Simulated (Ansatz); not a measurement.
# CH3AlCl2S: small, medium and large basis sets

An exercise on one series of results from a longer session: the logs are not shown, and one member is left open.

The runs use Ansatz 0.2.0, Gaussian basis; one geometry, several basis sets.

Levels to be run: PBE0-D4/def2-SVP; ωB97M-V/def2-SVP; PBE0-D4/def2-QZVPP; ωB97M-V/def2-QZVPP; the functionals' def2-TZVPP values are taken from earlier runs.

## The relaxed structure

An earlier PBE0-D4 in a triple-zeta def2 set relaxation fixed the geometry.

SMILES `C[S][Al]([Cl])[Cl]`, 8 atoms, charge 0, spin multiplicity 1.

Atoms are counted from 1 here; the program's logs count them from 0.

Bond lengths: C1–S2 1.824 Å, C1–H6 1.089 Å, C1–H7 1.088 Å, C1–H8 1.089 Å, S2–Al3 2.148 Å, Al3–Cl4 2.078 Å, Al3–Cl5 2.086 Å. Angles: S2–C1–H6 107.7°, S2–C1–H7 112.0°, S2–C1–H8 108.7°, H6–C1–H7 109.3°, H6–C1–H8 109.5°, H7–C1–H8 109.5°, C1–S2–Al3 103.2°, S2–Al3–Cl4 119.1°, S2–Al3–Cl5 121.6°, Cl4–Al3–Cl5 119.3°.

The first run:

File in.yaml:

```yaml
crystal:
  periodic: [false, false, false]
  atoms:
    - {symbol: C, position_ang: [0.617127, -0.608979, 1.171711]}
    - {symbol: S, position_ang: [0.532286, -1.050169, -0.596334]}
    - {symbol: Al, position_ang: [-0.623210, 0.549087, -1.446412]}
    - {symbol: Cl, position_ang: [-1.051490, 0.517021, -3.479992]}
    - {symbol: Cl, position_ang: [-1.315123, 2.136708, -0.283079]}
    - {symbol: H, position_ang: [1.660575, -0.665240, 1.477521]}
    - {symbol: H, position_ang: [0.240185, 0.394006, 1.360573]}
    - {symbol: H, position_ang: [0.031749, -1.329634, 1.740113]}
basis:
  gaussian: {orbitals: def2-SVP}
hamiltonian: {xc: pbe0, dispersion: d4}
output: {orbitals: {seedname: orbitals}}
```

Command:

```sh
ansatz run in.yaml --threads 4 --pin off --events-out ev --progress --plain --max-ram 10444MiB
```

Among the steps run: PBE0-D4 in def2-SVP; ωB97M-V in def2-SVP; PBE0-D4 in def2-QZVPP; ωB97M-V in def2-QZVPP.

One of the session's tables, all rows but one given; the rest of the session is left out.

It belongs to the step «Functionals by basis». 

```
functional       basis  HOMO (eV)
   PBE0-D4    def2-SVP          ?
   PBE0-D4  def2-TZVPP      -7.59
   PBE0-D4  def2-QZVPP      -7.62
   ωB97M-V    def2-SVP      -9.63
   ωB97M-V  def2-TZVPP      -9.75
   ωB97M-V  def2-QZVPP      -9.79
```

Q: Estimate the row for PBE0-D4, def2-SVP from the others.

**Answer.** HOMO (eV): -7.52. In the column «HOMO (eV)» it is the highest.
